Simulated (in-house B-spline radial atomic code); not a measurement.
# Sb: binding energies from hole states

Aim: the cost of two holes at once in Sb, against the sum of the two single holes.

The numbers are computed with in-house B-spline radial atomic code version 1 (Dirac-Hartree-Fock, average of configuration, Fermi nucleus, basis-set limit), except any that are marked as measured or tabulated.

### 1 The system

* element: antimony (Z = 51)
* charge: 0
* electrons: 51
* configuration: [Kr] 4d10 5s2 5p3
* Hamiltonian: Dirac-Coulomb
* nucleus: Fermi, rms radius 4.680 fm

Outer shells as boxes (Hund's rule):

[Kr] 4d10 5s2 5p3
```
[Kr] core
4d [↑↓][↑↓][↑↓][↑↓][↑↓]
5s [↑↓]
5p [↑ ][↑ ][↑ ]
```

The boxes draw the filling by Hund's rule, which heavy ions in jj coupling don't follow; these runs average over all states of the configuration.

Settings of the run:

```ini
Z = 51
electrons = 51.0
configuration = [Kr] 4d10 5s2 5p3
hamiltonian = dirac
method = hf
spin_polarised = False
nucleus = fermi
rms_radius = 4.6802
mass_number = 121
atomic_mass = 120.903811353
speed_of_light = 137.035999084
```

This reference run was done before. Its total energy is -6480.519750 hartree, and its levels are (the highest eight at most):

```
orbital  occupation  energy (eV)  <r> (bohr)
  4s1/2           2      -176.60      0.7933
  4p1/2           2      -129.78      0.8367
  4p3/2           4      -120.82      0.8637
  4d3/2           4      -45.042       1.017
  4d5/2           6      -43.694       1.030
  5s1/2           2      -17.070       2.293
  5p1/2           1       -8.535       2.846
  5p3/2           2       -7.891       2.969
```

Single holes known from earlier runs (ΔSCF): 1s 30601.2 eV, 2s 4724.44 eV, 2p1/2 4400.80 eV, 3p3/2 778.10 eV, 3d5/2 536.64 eV, 4p1/2 124.05 eV, 4p3/2 115.53 eV, 4d3/2 40.585 eV, 4d5/2 39.325 eV.

### 2 The 1s and 4p1/2 holes

In configurations, a minus sign after the shell means j = l − 1/2 and a plus sign j = l + 1/2; the count of electrons follows.

Settings of the run:

```ini
Z = 51
electrons = 49.0
configuration = 1s1 2s2 2p6 3s2 3p6 3d10 4s2 4p-1 4p+4 4d10 5s2 5p3
hamiltonian = dirac
method = hf
spin_polarised = False
nucleus = fermi
rms_radius = 4.6802
mass_number = 121
atomic_mass = 120.903811353
speed_of_light = 137.035999084
```

### 3 The 4p3/2 and 4d3/2 holes

Settings: those of step 2 with these lines changed.

```diff
@@ -2,3 +2,3 @@
 electrons = 49.0
-configuration = 1s1 2s2 2p6 3s2 3p6 3d10 4s2 4p-1 4p+4 4d10 5s2 5p3
+configuration = 1s2 2s2 2p6 3s2 3p6 3d10 4s2 4p-2 4p+3 4d-3 4d+6 5s2 5p3
 hamiltonian = dirac
```

### 4 The 2p1/2 and 3p3/2 holes

Settings: those of step 3 with these lines changed.

```diff
@@ -2,3 +2,3 @@
 electrons = 49.0
-configuration = 1s2 2s2 2p6 3s2 3p6 3d10 4s2 4p-2 4p+3 4d-3 4d+6 5s2 5p3
+configuration = 1s2 2s2 2p-1 2p+4 3s2 3p-2 3p+3 3d10 4s2 4p6 4d10 5s2 5p3
 hamiltonian = dirac
```

### 5 The 3d5/2 and 4d5/2 holes

Settings: those of step 4 with these lines changed.

```diff
@@ -2,3 +2,3 @@
 electrons = 49.0
-configuration = 1s2 2s2 2p-1 2p+4 3s2 3p-2 3p+3 3d10 4s2 4p6 4d10 5s2 5p3
+configuration = 1s2 2s2 2p6 3s2 3p6 3d-4 3d+5 4s2 4p6 4d-4 4d+5 5s2 5p3
 hamiltonian = dirac
```

### 6 The 1s and 2s holes

Settings: those of step 5 with these lines changed.

```diff
@@ -2,3 +2,3 @@
 electrons = 49.0
-configuration = 1s2 2s2 2p6 3s2 3p6 3d-4 3d+5 4s2 4p6 4d-4 4d+5 5s2 5p3
+configuration = 1s1 2s1 2p6 3s2 3p6 3d10 4s2 4p6 4d10 5s2 5p3
 hamiltonian = dirac
```

Before running: What does each hole state cost in eV, and how does that compare with the orbital energies or single holes?

As calculated:

| two holes | ΔSCF (eV) | less the two single holes (eV) |
| --- | --- | --- |
| 1s and 4p1/2 | 30749.1 | 23.92 |
| 4p3/2 and 4d3/2 | 172.80 | 16.69 |
| 2p1/2 and 3p3/2 | 5234.13 | 55.23 |
| 3d5/2 and 4d5/2 | 592.82 | 16.85 |
| 1s and 2s | 35494.9 | 169.30 |

Two holes cost more than the sum of each, because the second electron leaves a more charged ion. The excess runs from 16.7 eV (4p3/2 and 4d3/2) to 169.3 eV (1s and 2s); it tends to be largest where both holes are compact. Two partly filled shells share a symmetry and can mix in the average, which may lower the energy, in these hole states: 1s and 4p1/2; 4p3/2 and 4d3/2; 2p1/2 and 3p3/2; 3d5/2 and 4d5/2; 1s and 2s; 2p1/2; 3p3/2; 4p1/2; 4p3/2. Values are for the free atom, measured from the vacuum level.
